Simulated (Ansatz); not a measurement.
Input of an Ansatz 0.2.0 run:

The input input.yaml:

```yaml
crystal:
  lattice:
    - [7.58666, -1.70971, -1.17576]
    - [7.58666, 1.70971, -1.17576]
    - [-2.02446, 0.0, 13.05155]
  atoms:
    - { symbol: Hf, position: [0.94514, 0.94514, 0.06144] }
    - { symbol: Hf, position: [0.60628, 0.60628, 0.28309] }
    - { symbol: Pd, position: [0.1792, 0.1792, 0.50964] }
    - { symbol: Pd, position: [0.32286, 0.32286, 0.74307] }
    - { symbol: Se, position: [0.92232, 0.92232, 0.84566] }
    - { symbol: Se, position: [0.78991, 0.78991, 0.588] }
    - { symbol: Br, position: [0.58645, 0.58645, 0.0452] }
    - { symbol: Br, position: [0.24604, 0.24604, 0.28651] }
    - { symbol: O, position: [0.59701, 0.59701, 0.42127] }
    - { symbol: O, position: [0.38554, 0.38554, 0.07302] }
    - { symbol: O, position: [0.03094, 0.03094, 0.22169] }
hamiltonian:
  xc: pbe
  pseudopotentials: { kind: paw }
kpoints:
  mp_grid: { grid: [8, 8, 2] }
scf:
  occupations: { method: fermi_dirac, width: 0.05 }
output:
  forces: true
  stress: true
  eigenvalues: true
  bader: true
  populations: true
```

Potentials or basis: Ansatz PAW.

The run is started by

```console
$ ansatz run input.yaml --threads 8 --pin off --max-ram 20480MiB --backend cpu --events-out ev --progress --plain --runs-dir out
```

Task: What does it give for the Bader charges?

Result: Hf +2.41, +2.39; Pd +0.35, +0.15; Se -0.40, -0.11; Br -0.62, -0.60; O -1.06, -1.22, -1.30 e.

Task: Predict the largest force.

Result: 0.006 eV/Å.

Task: What does it give for the pressure?

Result: 0.0 GPa.

Forces on the atoms (eV/Å):
```
Hf   0.000  0.000 -0.001
Hf   0.000  0.000  0.002
Pd  -0.002  0.000  0.005
Pd  -0.002  0.000  0.003
Se   0.000  0.000 -0.003
Se   0.002  0.000 -0.005
Br   0.002  0.000  0.001
Br   0.002  0.000  0.000
O    0.002  0.000 -0.002
O   -0.002  0.000  0.001
O   -0.001  0.000  0.000
```

Caveat: spin-orbit coupling is left out, which moves the levels of the heavy elements.
